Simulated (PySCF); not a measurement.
# C₃H₆O₂Si: electronic excitations and core binding energies

Aim: predict the electronic excitations and core binding energies of C₃H₆O₂Si (`C[C@H]1OC(=O)[SiH2]1`).

The runs use PySCF 2.14.0, with density-fitted response routines of our own; the level of theory stands in each step. All values are computed, except where a source is named. Atoms count from 0, in the outputs and in this text.

### 1 Starting geometry

12 atoms, charge 0, multiplicity 1; geometry from: GFN2-xTB.

Bonds of the start (Å): C0–C1 1.52, C1–O2 1.45, O2–C3 1.35, C3–O4 1.20, C3–Si5 1.94, Si5–C1 1.94, C0–H6 1.09, C0–H7 1.09, C0–H8 1.09, C1–H9 1.09, Si5–H10 1.46, Si5–H11 1.46.

### 2 Ultraviolet spectrum: CAM-B3LYP/def2-SVPD

What the job is given:

```
{"job": {"kind": "uv", "xc": "CAM-B3LYP", "basis": "def2-SVPD", "nstates": 8, "ntriplets": 3}, "charge": 0, "multiplicity": 1}
C     -1.589795    -0.165076    -0.379814
C     -0.397105     0.030490     0.540584
O      0.342136    -1.212008     0.689103
C      1.570164    -0.913647     0.222922
O      2.489191    -1.676767     0.155357
Si     1.166955     0.948485    -0.153394
H     -2.129556     0.773225    -0.480003
H     -2.262538    -0.919404     0.023821
H     -1.261563    -0.490499    -1.364697
H     -0.747185     0.324061     1.535230
H      1.069208     1.355323    -1.549633
H      1.751286     1.945133     0.734498
```

With the program's defaults for keys left out, this is: TDDFT CAM-B3LYP/def2-SVPD, vertical, gas phase, core orbitals frozen in the response.

The run is started by

```console
$ OMP_NUM_THREADS=1 python probes_run.py task.json out
```

This one command runs all jobs of the session in turn.

The log of the run:

```text
coarse grid: 10776 points
cycle   1  E = -557.1967480791  dE =  9.522e-01  |g| = 8.946e-01  |ddm| = 4.466e+00
cycle   2  E = -556.9574126704  dE =  2.393e-01  |g| = 1.477e+00  |ddm| = 2.495e+00
cycle   3  E = -557.3574906710  dE = -4.001e-01  |g| = 1.601e-01  |ddm| = 1.609e+00
cycle   4  E = -557.3610735102  dE = -3.583e-03  |g| = 9.279e-02  |ddm| = 2.123e-01
cycle   5  E = -557.3626357699  dE = -1.562e-03  |g| = 1.228e-02  |ddm| = 8.739e-02
cycle   6  E = -557.3626724613  dE = -3.669e-05  |g| = 4.835e-03  |ddm| = 2.271e-02
cycle   7  E = -557.3626790159  dE = -6.555e-06  |g| = 9.381e-04  |ddm| = 8.970e-03
final grid: 100200 points
cycle   8  E = -557.4599286721  dE = -2.284e-05  |g| = 3.710e-03  |ddm| = 5.431e-02
cycle   9  E = -557.4599275141  dE =  1.158e-06  |g| = 4.609e-03  |ddm| = 1.060e-02
cycle  10  E = -557.4599317798  dE = -4.266e-06  |g| = 5.835e-04  |ddm| = 4.948e-03
cycle  11  E = -557.4599318396  dE = -5.978e-08  |g| = 2.385e-04  |ddm| = 7.318e-04
cycle  12  E = -557.4599318493  dE = -9.736e-09  |g| = 1.014e-04  |ddm| = 3.783e-04
cycle  13  E = -557.4599318515  dE = -2.147e-09  |g| = 2.122e-05  |ddm| = 1.092e-04
cycle  14  E = -557.4599318516  dE = -1.320e-10  |g| = 6.890e-06  |ddm| = 4.511e-05
converged SCF energy = -557.4599318516

Static polarisability (au): isotropic 67.371, principal 55.491 70.438 76.185

Singlet excitations
state   eV       nm        f      main configurations
  1   4.8595    255.1   0.00327   H->L+1 0.94
  2   6.0984    203.3   0.05678   H->L 0.89
  3   6.8541    180.9   0.00467   H-1->L+1 0.61, H-2->L+1 0.32
  4   7.0377    176.2   0.03726   H-1->L 0.64, H-2->L 0.23
  5   7.1284    173.9   0.01135   H->L+2 0.41, H->L+3 0.22, H-2->L+1 0.21
  6   7.2975    169.9   0.03539   H->L+2 0.36, H-2->L+1 0.26, H-1->L+1 0.18
  7   7.3203    169.4   0.00854   H-2->L 0.64, H-1->L 0.20
  8   7.8855    157.2   0.13297   H->L+3 0.61, H->L+2 0.09

Triplet excitations (Tamm-Dancoff, eV): 4.1898 5.4018 5.4799
```

It took 48 s on 1 thread of Arm Neoverse N1, shared host; peak memory 0.75 GiB.

The orbitals next to the gap, with their largest atomic shares:

```tsv
orbital	eV	atoms
HOMO−3	-11.97	O4 25 %, O2 22 %, C3 13 %
HOMO−2	-10.23	O2 32 %, C1 18 %, O4 16 %
HOMO−1	-10.15	O2 28 %, C1 21 %, O4 12 %
HOMO	-8.95	O4 50 %, C3 16 %, Si5 14 %
LUMO	0.19	Si5 42 %, H10 12 %, H11 12 %
LUMO+1	0.40	C3 30 %, O4 22 %, Si5 19 %
LUMO+2	1.09	Si5 42 %, H11 12 %, H10 11 %
```

With each of the 8 states as a Gaussian band of 0.4 eV half-width at 1/e, the curve within the window shown has maxima at 255 nm (ε 130), 203 nm (ε 2,300), 157 nm (ε 5,600) L/(mol cm). Beyond the last state computed it falls off for lack of states. The curve at chosen wavelengths:

```csv
nm,ε (L/mol/cm)
151,3082
157,5644
162,4764
168,3854
173,3681
179,2612
184,1560
190,1231
195,1708
201,2277
207,2097
212,1493
218,753
223,353
229,133
234,80
240,85
246,112
251,129
257,131
262,118
268,92
273,68
279,43
284,28
290,15
```

Ground-state properties from the same run:

```tsv
property	computed
dipole moment (D)	4.85
polarisability (Å³)	9.98
HOMO–LUMO gap (eV)	9.14
−ε(HOMO) (eV)	8.95
```

### 3 Core-electron binding energies: SCAN, X2C

Settings changed since step 2:

```diff
@@ -1,2 +1,2 @@
-{"job": {"kind": "uv", "xc": "CAM-B3LYP", "basis": "def2-SVPD", "nstates": 8, "ntriplets": 3}, "charge": 0, "multiplicity": 1}
+{"job": {"kind": "xps"}, "charge": 0, "multiplicity": 1}
 C     -1.589795    -0.165076    -0.379814
```

With the program's defaults for keys left out, this is: delta-SCF UKS SCAN, pcX-2 on the ionised atom, pcseg-1 elsewhere, spin-free X2C.

The log of the run:

```text
ground state, core basis on atom 0 (C), 149 functions
  cycle   1  E = -558.23648795  |g| = 8.19e-01
  cycle   2  E = -557.32039958  |g| = 2.16e+00
  cycle   3  E = -558.33722542  |g| = 4.17e-01
  cycle   4  E = -558.36703227  |g| = 2.12e-01
  cycle   5  E = -558.37501414  |g| = 7.31e-02
  cycle   6  E = -558.37621636  |g| = 1.36e-02
  cycle   7  E = -558.37625479  |g| = 4.86e-03
  cycle   8  E = -558.37626180  |g| = 1.51e-03
  cycle   9  E = -558.37626090  |g| = 3.04e-04
  E(ground) = -558.42150295 Eh
hole in C 1s of atom 0
  cycle   1  E = -547.12247968  |g| = 1.50e+00
  cycle   2  E = -546.51333987  |g| = 1.77e+00
  cycle   3  E = -547.62055691  |g| = 3.82e-01
  cycle   4  E = -547.61930924  |g| = 3.86e-01
  cycle   5  E = -547.67556790  |g| = 1.11e-01
  cycle   6  E = -547.67929015  |g| = 5.73e-02
  cycle   7  E = -547.68050393  |g| = 1.10e-02
  cycle   8  E = -547.68054738  |g| = 5.95e-03
  cycle   9  E = -547.68056606  |g| = 1.53e-03
  cycle  10  E = -547.68056696  |g| = 7.19e-04
  cycle  11  E = -547.68056691  |g| = 3.88e-04
  E(ion) = -547.72441646 Eh   <S^2> = 0.7671   hole on atom = 1.000   binding energy = 291.083 eV
ground state, core basis on atom 1 (C), 149 functions
  cycle   1  E = -558.38134730  |g| = 5.97e-02
  cycle   2  E = -558.38130313  |g| = 2.60e-02
  cycle   3  E = -558.38125347  |g| = 3.14e-02
  cycle   4  E = -558.38142411  |g| = 1.40e-02
  cycle   5  E = -558.38146571  |g| = 1.34e-03
  cycle   6  E = -558.38146821  |g| = 3.13e-04
  E(ground) = -558.42592273 Eh
hole in C 1s of atom 1
  cycle   1  E = -547.07195526  |g| = 1.51e+00
  cycle   2  E = -543.91864732  |g| = 2.85e+00
  cycle   3  E = -546.87717733  |g| = 1.33e+00
  cycle   4  E = -547.55706241  |g| = 5.01e-01
  cycle   5  E = -547.62523868  |g| = 2.53e-01
  cycle   6  E = -547.64803995  |g| = 8.86e-02
  cycle   7  E = -547.65105788  |g| = 3.06e-02
  cycle   8  E = -547.65142023  |g| = 9.96e-03
  cycle   9  E = -547.65149159  |g| = 3.12e-03
  cycle  10  E = -547.65150385  |g| = 1.77e-03
  cycle  11  E = -547.65150786  |g| = 8.28e-04
  cycle  12  E = -547.65150789  |g| = 2.47e-04
  E(ion) = -547.69472022 Eh   <S^2> = 0.7780   hole on atom = 1.000   binding energy = 292.011 eV
ground state, core basis on atom 2 (O), 149 functions
  cycle   1  E = -558.40667875  |g| = 1.01e-01
  cycle   2  E = -558.40460385  |g| = 1.14e-01
  cycle   3  E = -558.40567542  |g| = 8.46e-02
  cycle   4  E = -558.40693611  |g| = 2.40e-02
  cycle   5  E = -558.40704714  |g| = 2.01e-03
  cycle   6  E = -558.40704729  |g| = 6.14e-04
  cycle   7  E = -558.40704865  |g| = 1.15e-04
  E(ground) = -558.44981907 Eh
hole in O 1s of atom 2
  cycle   1  E = -537.75575728  |g| = 2.24e+00
  cycle   2  E = -536.36143223  |g| = 2.74e+00
  cycle   3  E = -538.14468432  |g| = 1.04e+00
  cycle   4  E = -538.33850450  |g| = 8.12e-01
  cycle   5  E = -538.59271078  |g| = 1.19e-01
  cycle   6  E = -538.59781842  |g| = 4.98e-02
  cycle   7  E = -538.59908768  |g| = 1.31e-02
  cycle   8  E = -538.59916185  |g| = 3.25e-03
  cycle   9  E = -538.59916668  |g| = 1.40e-03
  cycle  10  E = -538.59916807  |g| = 4.96e-04
  E(ion) = -538.64182722 Eh   <S^2> = 0.7649   hole on atom = 1.000   binding energy = 539.003 eV
ground state, core basis on atom 3 (C), 149 functions
  cycle   1  E = -558.38410707  |g| = 1.00e-01
  cycle   2  E = -558.37842963  |g| = 1.90e-01
  cycle   3  E = -558.38502561  |g| = 3.98e-02
  cycle   4  E = -558.38512941  |g| = 3.37e-02
  cycle   5  E = -558.38534935  |g| = 1.30e-03
  cycle   6  E = -558.38534978  |g| = 3.15e-04
  E(ground) = -558.43024405 Eh
hole in C 1s of atom 3
  cycle   1  E = -547.02501582  |g| = 1.51e+00
  cycle   2  E = -544.43601968  |g| = 2.51e+00
  cycle   3  E = -547.25063700  |g| = 7.74e-01
  cycle   4  E = -547.25570757  |g| = 8.73e-01
  cycle   5  E = -547.50935329  |g| = 4.33e-01
  cycle   6  E = -547.58119115  |g| = 1.06e-01
  cycle   7  E = -547.58495899  |g| = 3.29e-02
  cycle   8  E = -547.58539344  |g| = 8.86e-03
  cycle   9  E = -547.58544175  |g| = 2.70e-03
  cycle  10  E = -547.58544963  |g| = 1.84e-03
  cycle  11  E = -547.58545298  |g| = 1.02e-03
  cycle  12  E = -547.58545755  |g| = 4.70e-04
  E(ion) = -547.62843770 Eh   <S^2> = 0.7843   hole on atom = 1.000   binding energy = 293.932 eV
ground state, core basis on atom 4 (O), 149 functions
  cycle   1  E = -558.40593902  |g| = 9.97e-02
  cycle   2  E = -558.40359963  |g| = 1.19e-01
  cycle   3  E = -558.40486186  |g| = 8.61e-02
  cycle   4  E = -558.40625452  |g| = 9.77e-03
  cycle   5  E = -558.40628049  |g| = 1.47e-03
  cycle   6  E = -558.40628190  |g| = 7.45e-04
  cycle   7  E = -558.40628020  |g| = 8.22e-05
  E(ground) = -558.44851842 Eh
hole in O 1s of atom 4
  cycle   1  E = -537.81209953  |g| = 2.22e+00
  cycle   2  E = -536.94637155  |g| = 2.39e+00
  cycle   3  E = -538.34841472  |g| = 8.21e-01
  cycle   4  E = -538.39945167  |g| = 7.80e-01
  cycle   5  E = -538.64193906  |g| = 1.27e-01
  cycle   6  E = -538.64663521  |g| = 7.37e-02
  cycle   7  E = -538.64925038  |g| = 9.74e-03
  cycle   8  E = -538.64929975  |g| = 3.09e-03
  cycle   9  E = -538.64930494  |g| = 1.07e-03
  cycle  10  E = -538.64930600  |g| = 6.11e-04
  cycle  11  E = -538.64930630  |g| = 2.38e-04
  E(ion) = -538.69192416 Eh   <S^2> = 0.7660   hole on atom = 1.000   binding energy = 537.604 eV
ground state, core basis on atom 5 (Si), 160 functions
  cycle   1  E = -558.46967770  |g| = 2.94e-01
  cycle   2  E = -558.46309579  |g| = 1.97e-01
  cycle   3  E = -558.45151142  |g| = 3.10e-01
  cycle   4  E = -558.47067369  |g| = 2.65e-02
  cycle   5  E = -558.47078085  |g| = 9.99e-03
  cycle   6  E = -558.47080002  |g| = 8.78e-04
  cycle   7  E = -558.47079924  |g| = 5.49e-04
  cycle   8  E = -558.47080064  |g| = 1.18e-04
  E(ground) = -558.47457752 Eh
hole in Si 1s of atom 5
  cycle   1  E = -489.52230274  |g| = 4.35e+00
  cycle   2  E = -488.84680186  |g| = 2.48e+00
  cycle   3  E = -489.28786969  |g| = 1.59e+00
  cycle   4  E = -490.50802465  |g| = 4.61e-01
  cycle   5  E = -490.50516097  |g| = 4.18e-01
  cycle   6  E = -490.57669911  |g| = 1.61e-01
  cycle   7  E = -490.58653434  |g| = 3.64e-02
  cycle   8  E = -490.58705082  |g| = 1.69e-02
  cycle   9  E = -490.58720065  |g| = 3.01e-03
  cycle  10  E = -490.58720553  |g| = 1.41e-03
  cycle  11  E = -490.58720626  |g| = 4.46e-04
  E(ion) = -490.59839263 Eh   <S^2> = 0.7533   hole on atom = 1.000   binding energy = 1847.005 eV
hole in Si 2p of atom 5
  cycle   1  E = -554.17834843  |g| = 1.24e+00
  cycle   2  E = -553.37807447  |g| = 1.60e+00
  cycle   3  E = -554.16085836  |g| = 8.79e-01
  cycle   4  E = -554.48867692  |g| = 1.99e-01
  cycle   5  E = -554.47977127  |g| = 2.40e-01
  cycle   6  E = -554.50515893  |g| = 6.00e-02
  cycle   7  E = -554.50674567  |g| = 1.75e-02
  cycle   8  E = -554.50688192  |g| = 5.58e-03
  cycle   9  E = -554.50690019  |g| = 1.95e-03
  cycle  10  E = -554.50690195  |g| = 9.77e-04
  cycle  11  E = -554.50690310  |g| = 4.95e-04
  E(ion) = -554.52224420 Eh   <S^2> = 0.7564   hole on atom = 1.002   binding energy = 107.548 eV
  2p3/2 = 107.318 eV   2p1/2 = 107.941 eV
```

Run time: 2.4 min. Hardware: 1 thread of Arm Neoverse N1, shared host; peak memory 0.7 GiB.

The holes in one table. −ε is the ground-state orbital energy:

```tsv
hole	stands for	environment	ΔSCF (eV; 2p as the shell's mean)	−ε (eV)	⟨S²⟩
C1s on C0	C0	methyl carbon	291.08	273.9	0.767
C1s on C1	C1	sp3 CH bonded to O and Si	292.01	275.4	0.778
O1s on O2	O2	ester alkoxy oxygen	539.00	517.9	0.765
C1s on C3	C3	carbonyl carbon	293.93	276.8	0.784
O1s on O4	O4	ester carbonyl oxygen	537.60	516.4	0.766
Si1s on Si5	Si5	silicon bonded to 2 C, 2 H, in a 4-membered ring	1847.01	1794.0	0.753
Si2p on Si5	Si5	silicon bonded to 2 C, 2 H, in a 4-membered ring	107.53	96.9	0.756
```

With the spin-orbit splitting: Si5 2p3/2 107.32, 2p1/2 107.94 eV. The table gives each 2p level as the mean over the whole 2p shell (two parts 2p3/2, one part 2p1/2), which differs a little from the single hole in the log.

### 4 What came out

```
                                quantity                               value
    lowest singlet (CAM-B3LYP/def2-SVPD)         4.86 eV (255 nm), f = 0.003
brightest single state of those computed         state 8, 7.89 eV, f = 0.133
                          lowest triplet                             4.19 eV
        C1s binding energies, SCAN/pcX-2  C3 293.93, C1 292.01, C0 291.08 eV
        O1s binding energies, SCAN/pcX-2             O2 539.00, O4 537.60 eV
       Si1s binding energies, SCAN/pcX-2                      Si5 1847.01 eV
       Si2p binding energies, SCAN/pcX-2                       Si5 107.53 eV
```

**Reading.** The first singlet state (HOMO→LUMO+1 0.94) lies at 4.86 eV and is weak; of the 8 states computed, the strongest absorption comes from state 8 at 7.89 eV (the last computed, so partners may be missing). The lowest triplet lies 0.67 eV below the lowest singlet (triplets in Tamm-Dancoff, singlets in full TDDFT). C3 (carbonyl carbon) binds its C1s electron 2.85 eV more tightly than C0 (methyl carbon). The O1s levels kept as sound span 1.40 eV, from O4 (ester carbonyl oxygen) up to O2 (ester alkoxy oxygen).
